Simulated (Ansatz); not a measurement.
Ga3Se:

```xyz
4
Lattice="4.4325 0.0000 0.0000 0.0000 4.4325 0.0000 0.0000 0.0000 4.4325" Properties=species:S:1:pos:R:3 pbc="T T T"
Se    0.0000    0.0000    0.0000
Ga    2.2162    2.2162    0.0000
Ga    2.2162    0.0000    2.2162
Ga    0.0000    2.2162    2.2162
```

The cell comes from a database or a generator and needn't be the stable form of this composition.

Base run:

- Program: Ansatz 0.2.0
- Functional: r2SCAN0
- Potentials or basis: Ansatz PAW
- Cutoff: 500 eV (not typed: the program's choice for these potentials)
- k mesh: 4 × 4 × 4
- Occupations: fermi-dirac, width 0.05 eV
- Spin: no spin polarisation

Its results: band gap on the k mesh none (metal or under the smearing width); pressure -1.2 GPa.

Question: The run is repeated on the same cell with these changes: functional from r2SCAN0 to BLYP; cutoff from 500 eV (not typed: the program's choice for these potentials) to 420 eV (not typed: the program's choice for these potentials). What comes out?

Answer: Band gap on the k mesh none (metal or under the smearing width); pressure 4.7 GPa.

Caveats: the PAW data sets come from PBE, with cores solved anew for the run's functional, which leaves a small shift of forces and pressure; the thresholds are loose for stress (some runs).
